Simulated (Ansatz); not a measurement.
K3Cd, space group Fm-3m: an equation of state with a fit, run with the Python package of Ansatz (0.2.0).

Script `k3cd_eos.py`:
```python
import warnings

import ansatz
import numpy as np
from scipy.optimize import curve_fit

OCCUPATIONS = "fermi_dirac"
SIGMA = 0.05
CUTOFF_EV = 470
XC = "pbesol"
KMESH = (5, 5, 5)

vectors0 = np.array([
    [0.0, 4.61033813, 4.61033813],
    [4.61033813, 0.0, 4.61033813],
    [4.61033813, 4.61033813, 0.0],
])
sites = [
    ("K", [0.25, 0.25, 0.25]),
    ("K", [0.75, 0.75, 0.75]),
    ("K", [0.5, 0.5, 0.5]),
    ("Cd", [0.0, 0.0, 0.0]),
]


def on_lattice(cell):
    crystal = ansatz.Crystal(lattice=ansatz.Lattice.of(cell))
    for symbol, position in sites:
        crystal = crystal.atom(symbol, position)
    return crystal

def vinet(v, e0, v0, b0, b1):
    eta = (v / v0) ** (1 / 3)
    return e0 + 2 * b0 * v0 / (b1 - 1) ** 2 * (2 - (5 + 3 * b1 * (eta - 1) - 3 * eta) * np.exp(-1.5 * (b1 - 1) * (eta - 1)))

warnings.simplefilter("ignore", ansatz.DeckWarning)

volumes, energies, pressures = [], [], []
for scale in np.linspace(0.9, 1.1, 9):
    cell = vectors0 * scale ** (1 / 3)
    calc = (
        on_lattice(cell).calculation()
        .occupations(OCCUPATIONS, width=SIGMA)
        .basis(CUTOFF_EV)
        .pseudopotentials("paw", azcp={"folder": "soft_1"})
        .functional(XC)
        .kpoints(*KMESH)
        .stress()
    )
    data = calc.run(threads=1).report
    volumes.append(abs(np.linalg.det(cell)) / len(sites))
    energies.append(data["free_energy_ev"] / len(sites))
    pressures.append(np.trace(data["stress_gpa"]) / 3)
    print(f"V = {volumes[-1]:8.4f} A^3/atom  F = {energies[-1]:.5f} eV/atom  P = {pressures[-1]:8.3f} GPa")

guess = (min(energies), volumes[int(np.argmin(energies))], 0.5, 4.5)
(e0, v0, b0, b1), _ = curve_fit(vinet, np.array(volumes), np.array(energies), p0=guess, maxfev=20000)
print(f"Vinet fit: V0 = {v0:.4f} A^3/atom, B0 = {160.21766 * b0:.1f} GPa, B1 = {b1:.2f}")
print("largest residual", round(1000 * float(np.abs(vinet(np.array(volumes), e0, v0, b0, b1) - energies).max()), 3), "meV/atom")
```

Where does the minimum lie against the volume typed, and how stiff is the crystal?

A third-order Birch-Murnaghan fit through the 9 points (the script's own form differs a little) has its minimum at 47.69 Å³ an atom, 2.7 % below the typed cell, with a bulk modulus of 6 GPa and dB/dP = 4.3. From that minimum the energy rises by 5.7 meV an atom on the compressed side and 11.9 meV on the expanded side.

The output:

```console
$ python k3cd_eos.py
V =  44.0972 A^3/atom  F = -3182.97704 eV/atom  P =    0.544 GPa
V =  45.3221 A^3/atom  F = -3182.98037 eV/atom  P =    0.333 GPa
V =  46.5470 A^3/atom  F = -3182.98220 eV/atom  P =    0.150 GPa
V =  47.7719 A^3/atom  F = -3182.98273 eV/atom  P =   -0.010 GPa
V =  48.9969 A^3/atom  F = -3182.98211 eV/atom  P =   -0.149 GPa
V =  50.2218 A^3/atom  F = -3182.98050 eV/atom  P =   -0.271 GPa
V =  51.4467 A^3/atom  F = -3182.97801 eV/atom  P =   -0.377 GPa
V =  52.6716 A^3/atom  F = -3182.97477 eV/atom  P =   -0.469 GPa
V =  53.8966 A^3/atom  F = -3182.97087 eV/atom  P =   -0.550 GPa
Vinet fit: V0 = 47.6953 A^3/atom, B0 = 5.9 GPa, B1 = 4.28
largest residual 0.002 meV/atom
```

Notes:
- Total energies depend on the potentials; only differences at equal settings carry meaning.
- The mesh is modest for a metal, so energies can be off by several to tens of meV an atom and pressures by half a GPa or more; differences at equal mesh fare better.
- The PAW files read here were made with PBE, not with each functional that runs on them.
- Pressure is positive in compression.
- The structure comes from a database of computed cells and needn't be a stable or known phase.
- The script silences the warnings on its input, which a real study should read.
- Hardware and time: 26 s on 1 thread of Intel(R) Xeon(R) Processor @ 2.30GHz (shared host), peak memory 0.67 GiB.
